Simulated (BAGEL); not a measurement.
# SiSbH5 (SbH2(SiH3)): a chain of runs

Aim: a single-point energy (RI-MP2/ANO-RCC-MB), then a single-point energy (RI-MP2/ANO-RCC-VDZ), then the energy, then a single-point energy (RI-MP2/ANO-RCC-VDZP), then the energy, then the energy (RI-MP2/ANO-RCC-VTZP), then a single-point energy of SiSbH5 (SbH2(SiH3)). 

Program for the calculation: BAGEL 1.2.2.

1 further run of the same task is left out (set aside as unsound or not needed).

### 1 The structure to begin with

The species is SiSbH5 (7 atoms), meant as a singlet with charge 0. SMILES: `[H][Sb]([H])[SiH3]`. One bond was lengthened or shortened from a relaxed shape.

Bond lengths: Sb1–Si4 2.534 Å, Sb1–H2 1.861 Å, Sb1–H3 1.692 Å, Si4–H5 1.461 Å, Si4–H6 1.463 Å, Si4–H7 1.462 Å. Angles: Sb1–Si4–H5 116.5°, Sb1–Si4–H6 108.6°, Sb1–Si4–H7 109.3°, H2–Sb1–Si4 90.4°, H3–Sb1–Si4 90.9°, H5–Si4–H6 107.3°, H5–Si4–H7 107.4°, H6–Si4–H7 107.3°, H2–Sb1–H3 88.4°.

### 2 The energy at RI-MP2/ANO-RCC-MB (DKH2, density fitting with AutoAux, property bond stretch) (run 1)

Contents of job.json:

```json
{ "bagel": [

{
  "title": "molecule",
  "basis": "ano-rcc-mb.json",
  "df_basis": "ano-rcc-mb-autoaux.json",
  "angstrom": true,
  "dkh": true,
  "geometry": [
    { "atom": "Sb", "xyz": [       0.460472,       1.103443,       1.254437 ] },
    { "atom": "H", "xyz": [       1.971330,       1.047760,       0.168440 ] },
    { "atom": "H", "xyz": [      -0.197758,       2.251653,       0.200417 ] },
    { "atom": "Si", "xyz": [      -0.589088,      -0.779377,      -0.077533 ] },
    { "atom": "H", "xyz": [      -0.632438,      -0.606827,      -1.527563 ] },
    { "atom": "H", "xyz": [      -1.966298,      -0.962807,       0.379767 ] },
    { "atom": "H", "xyz": [       0.129512,      -2.023457,       0.194517 ] }
  ]
},

{ "title": "hf" },

{ "title": "mp2", "ncore": 23 }

]}
```

The basis set ANO-RCC-MB is read from a file made from the Basis Set Exchange's data (not shown).

Command:

```sh
BAGEL_NUM_THREADS=1 BAGEL job.json > job.out
```

Standard output:

```text
* using 1 threads per process

  ===============================================================
  ===============================================================

  *** Geometry ***

[... 31 lines left out ...]
    * SCF iteration converged.
[... 1 line left out ...]
    * Permanent dipole moment:
[... 2 lines left out ...]
    * METHOD: HF                                   1.24

  *** RHF ***

  === Nuclear Repulsion ===
   225.3893633994

      * DIIS with orbital gradients will be used.

  === RHF iteration (ano-rcc-mb.json) ===
      0      -6768.76779697          0.00000000           0.07
    * SCF iteration converged.

    * Permanent dipole moment:
           (   -0.072929,    -0.150181,     0.114107) a.u.

  === DF-MP2 calculation ===

    * freezing 23 orbitals
    * 3-index integral transformation done
    * assembly done

      MP2 correlation energy:   -0.0695977203      0.01

      MP2 total energy:       -6768.8373946866

    * METHOD: MP2                                  0.43

  ===============================================================
```

Wall time 2.8 s (1 thread of AMD EPYC 7R43 (Zen 3), shared host); peak memory 0.091 GiB.

### 3 The energy at RI-MP2/ANO-RCC-VDZ (DKH2, density fitting with AutoAux, property bond stretch) (run 2)

Contents of input.json:

```json
{ "bagel": [

{
  "title": "molecule",
  "basis": "ano-rcc-vdz.json",
  "df_basis": "ano-rcc-vdz-autoaux.json",
  "angstrom": true,
  "dkh": true,
  "geometry": [
    { "atom": "Sb", "xyz": [       0.597850,       1.098380,       1.155690 ] },
    { "atom": "H", "xyz": [       1.971330,       1.047760,       0.168440 ] },
    { "atom": "H", "xyz": [      -0.060380,       2.246590,       0.101670 ] },
    { "atom": "Si", "xyz": [      -0.451710,      -0.784440,      -0.176280 ] },
    { "atom": "H", "xyz": [      -0.495060,      -0.611890,      -1.626310 ] },
    { "atom": "H", "xyz": [      -1.828920,      -0.967870,       0.281020 ] },
    { "atom": "H", "xyz": [       0.266890,      -2.028520,       0.095770 ] }
  ]
},

{ "title": "hf" },

{ "title": "mp2", "ncore": 23 }

]}
```

The basis set ANO-RCC-VDZ is read from a file made from the Basis Set Exchange's data (not shown).

Command:

```sh
BAGEL_NUM_THREADS=1 BAGEL input.json > input.out
```

Standard output:

```text
* using 1 threads per process

  ===============================================================
  ===============================================================

  *** Geometry ***

[... 31 lines left out ...]
    * SCF iteration converged.
[... 1 line left out ...]
    * Permanent dipole moment:
[... 2 lines left out ...]
    * METHOD: HF                                   2.24

  *** RHF ***

  === Nuclear Repulsion ===
   226.9337229187

      * DIIS with orbital gradients will be used.

  === RHF iteration (ano-rcc-vdz.json) ===
      0      -6768.83556504          0.00000000           0.10
    * SCF iteration converged.

    * Permanent dipole moment:
           (    0.022000,     0.032602,     0.057299) a.u.

  === DF-MP2 calculation ===

    * freezing 23 orbitals
    * 3-index integral transformation done
    * assembly done

      MP2 correlation energy:   -0.1084592648      0.02

      MP2 total energy:       -6768.9440243043

    * METHOD: MP2                                  0.52

  ===============================================================
```

It took 3.9 s on 1 thread of AMD EPYC 7R43 (Zen 3), shared host; peak memory 0.11 GiB.

### 4 A single-point energy at RI-MP2/ANO-RCC-VDZ (DKH2, density fitting with AutoAux, property bond stretch) (run 3)

Contents of input.json:

```json
{ "bagel": [

{
  "title": "molecule",
  "basis": "ano-rcc-vdz.json",
  "df_basis": "ano-rcc-vdz-autoaux.json",
  "angstrom": true,
  "dkh": true,
  "geometry": [
    { "atom": "Sb", "xyz": [       0.460472,       1.103443,       1.254437 ] },
    { "atom": "H", "xyz": [       1.971330,       1.047760,       0.168440 ] },
    { "atom": "H", "xyz": [      -0.197758,       2.251653,       0.200417 ] },
    { "atom": "Si", "xyz": [      -0.589088,      -0.779377,      -0.077533 ] },
    { "atom": "H", "xyz": [      -0.632438,      -0.606827,      -1.527563 ] },
    { "atom": "H", "xyz": [      -1.966298,      -0.962807,       0.379767 ] },
    { "atom": "H", "xyz": [       0.129512,      -2.023457,       0.194517 ] }
  ]
},

{ "title": "hf" },

{ "title": "mp2", "ncore": 23 }

]}
```

The basis set ANO-RCC-VDZ is read from a file made from the Basis Set Exchange's data (not shown).

Command:

```sh
BAGEL_NUM_THREADS=1 BAGEL input.json > input.out
```

Standard output:

```text
* using 1 threads per process

  ===============================================================
  ===============================================================

  *** Geometry ***

[... 31 lines left out ...]
    * SCF iteration converged.
[... 1 line left out ...]
    * Permanent dipole moment:
[... 2 lines left out ...]
    * METHOD: HF                                   1.83

  *** RHF ***

  === Nuclear Repulsion ===
   225.3893633994

      * DIIS with orbital gradients will be used.

  === RHF iteration (ano-rcc-vdz.json) ===
      0      -6768.83046477          0.00000000           0.10
    * SCF iteration converged.

    * Permanent dipole moment:
           (    0.173850,     0.042265,    -0.011516) a.u.

  === DF-MP2 calculation ===

    * freezing 23 orbitals
    * 3-index integral transformation done
    * assembly done

      MP2 correlation energy:   -0.1107790536      0.02

      MP2 total energy:       -6768.9412438201

    * METHOD: MP2                                  0.53

  ===============================================================
```

It took 3.6 s on 1 thread of AMD EPYC 7R43 (Zen 3), shared host; peak memory 0.11 GiB.

Runs 4 to 6 aren't shown in full; the table further down has their settings and results.

### 5 A single-point energy at RI-MP2/ANO-RCC-VTZP (DKH2, density fitting with AutoAux, property bond stretch) (run 7)

Contents of mp2.json:

```json
{ "bagel": [

{
  "title": "molecule",
  "basis": "ano-rcc-vtzp.json",
  "df_basis": "ano-rcc-vtzp-autoaux.json",
  "angstrom": true,
  "dkh": true,
  "geometry": [
    { "atom": "Sb", "xyz": [    0.460472,    1.103443,    1.254437 ] },
    { "atom": "H", "xyz": [    1.971330,    1.047760,    0.168440 ] },
    { "atom": "H", "xyz": [   -0.197758,    2.251653,    0.200417 ] },
    { "atom": "Si", "xyz": [   -0.589088,   -0.779377,   -0.077533 ] },
    { "atom": "H", "xyz": [   -0.632438,   -0.606827,   -1.527563 ] },
    { "atom": "H", "xyz": [   -1.966298,   -0.962807,    0.379767 ] },
    { "atom": "H", "xyz": [    0.129512,   -2.023457,    0.194517 ] }
  ]
},
{ "title": "hf" },
{ "title": "mp2", "ncore": 23 }

]}
```

The basis set ANO-RCC-VTZP is read from a file made from the Basis Set Exchange's data (not shown).

Command:

```sh
BAGEL_NUM_THREADS=1 BAGEL mp2.json > mp2.out
```

Standard output:

```text
* using 1 threads per process

  ===============================================================
  ===============================================================

  *** Geometry ***

[... 31 lines left out ...]
    * SCF iteration converged.
[... 1 line left out ...]
    * Permanent dipole moment:
[... 2 lines left out ...]
    * METHOD: HF                                  20.15

  *** RHF ***

  === Nuclear Repulsion ===
   225.3893633994

      * DIIS with orbital gradients will be used.

  === RHF iteration (ano-rcc-vtzp.json) ===
      0      -6768.92510386          0.00000000           1.18
    * SCF iteration converged.

    * Permanent dipole moment:
           (    0.143218,     0.015352,    -0.104453) a.u.

  === DF-MP2 calculation ===

    * freezing 23 orbitals
    * 3-index integral transformation done
    * assembly done

      MP2 correlation energy:   -0.7128254584      0.71

      MP2 total energy:       -6769.6379293221

    * METHOD: MP2                                  4.72

  ===============================================================
```

It took 31 s on 1 thread of AMD EPYC 7R43 (Zen 3), shared host; peak memory 0.67 GiB.

### 6 The series

```tsv
run	level	partner	energy (Eh)	correlation energy (mEh)	wall time
1	RI-MP2/ANO-RCC-MB (DKH2, density fitting with AutoAux, property bond stretch)	bond moved	-6768.837395	-69.6	2.8 s
2	RI-MP2/ANO-RCC-VDZ (DKH2, density fitting with AutoAux, property bond stretch)	base	-6768.944024	-108.5	3.9 s
3	RI-MP2/ANO-RCC-VDZ (DKH2, density fitting with AutoAux, property bond stretch)	bond moved	-6768.941244	-110.8	3.6 s
4	RI-MP2/ANO-RCC-VDZP (DKH2, density fitting with AutoAux, property bond stretch)	base	-6769.467568	-548.5	9.6 s
5	RI-MP2/ANO-RCC-VDZP (DKH2, density fitting with AutoAux, property bond stretch)	bond moved	-6769.461282	-548.5	9.6 s
6	RI-MP2/ANO-RCC-VTZP (DKH2, density fitting with AutoAux, property bond stretch)	base	-6769.644779	-713.9	31 s
7	RI-MP2/ANO-RCC-VTZP (DKH2, density fitting with AutoAux, property bond stretch)	bond moved	-6769.637929	-712.8	31 s
```

### 7 What came out

```
                                                                               quantity           value
                                               run 7, RI-MP2/ANO-RCC-VTZP: total energy  -6769.63793 Eh
               run 7, RI-MP2/ANO-RCC-VTZP: correlation energy (23 core orbitals frozen)      -712.8 mEh
 energy change with the Sb1–H2 bond stretched from 1.692 to 1.861 Å, RI-MP2/ANO-RCC-VDZ        0.076 eV
energy change with the Sb1–H2 bond stretched from 1.692 to 1.861 Å, RI-MP2/ANO-RCC-VDZP        0.171 eV
energy change with the Sb1–H2 bond stretched from 1.692 to 1.861 Å, RI-MP2/ANO-RCC-VTZP        0.186 eV
```

**Reading.** At RI-MP2/ANO-RCC-VDZ: with the Sb1–H2 bond stretched from 1.692 to 1.861 Å the energy rises by 0.08 eV (1.7 kcal/mol). The first shape isn't relaxed at this level, so the change isn't measured from a minimum. At RI-MP2/ANO-RCC-VDZP: with the Sb1–H2 bond stretched from 1.692 to 1.861 Å the energy rises by 0.17 eV (3.9 kcal/mol). At RI-MP2/ANO-RCC-VTZP: with the Sb1–H2 bond stretched from 1.692 to 1.861 Å the energy rises by 0.19 eV (4.3 kcal/mol). In run 1 the basis is minimal, so the values are rough. All runs together took 91 s, the longest 31 s.
